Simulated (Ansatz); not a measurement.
# ScNb: the cost of one run

Program: the Python package of Ansatz 0.2.0. Level of theory: DFT PBE, plane waves, PAW. These are calculated values, not measurements.

## 1. Starting point

The structure is hexagonal, space group P-6m2 (No. 187). Conventional cell: a = 3.066 Å, b = 3.066 Å, c = 5.072 Å, α = 90.00°, β = 90.00°, γ = 120.00°. Sc (site symmetry -6m2) has 6 Sc at 3.07 Å and 6 Nb at 3.09 Å as nearest neighbours. Nb (site symmetry -6m2) is surrounded by 6 Nb at 3.07 Å and 6 Sc at 3.09 Å.

The script holds or builds the structure itself.

## 2. The code

The input, edit.py:

```python
import ansatz

SETTINGS = {
    'mesh': (11, 11, 6),
    'occupations': 'Marzari-Vanderbilt',
    'sigma': 0.15,
}


def main() -> None:
    scnb = (
        ansatz.Lattice.from_parameters(3.065644, 3.065644, 5.072194, alpha=90, beta=90, gamma=120)
        .space_group(187)
        .atom('Sc', (0.0, 0.0, 0.0))
        .atom('Nb', (1 / 3, 2 / 3, 0.5))
    )

    model = (
        scnb.calculation()
        .functional(ansatz.Functional.PBE)
        .kpoints(*SETTINGS['mesh'], center='gamma')
        .occupations(SETTINGS['occupations'], width=SETTINGS['sigma'])
        .band_table()
    )
    typed = model.input()
    rows = []
    for value in [4, 6, 9]:
        edited = typed.set(ansatz.key.basis.ecutrho_ratio, value)
        report = ansatz.Session.from_dict(edited).plan().execute().report
        rows.append((value, report['free_energy_ev'], report['n_iterations'], len(report['eigenvalues_ev'][0]) if 'eigenvalues_ev' in report else 0))
    for row in rows:
        print('; '.join(f'{name} = {round(v, 4) if isinstance(v, float) else v}' for name, v in zip(['density ratio', 'F eV', 'iterations', 'bands listed'], row)))
    print(edited.to_yaml())


if __name__ == '__main__':
    main()
```

## 3. Running it

On the command line:

```bash
python edit.py
```

Q: Estimate wall time and peak memory on 1 thread of Arm Neoverse V2, shared host.

About 9.2 s, with a peak of 0.42 GiB.
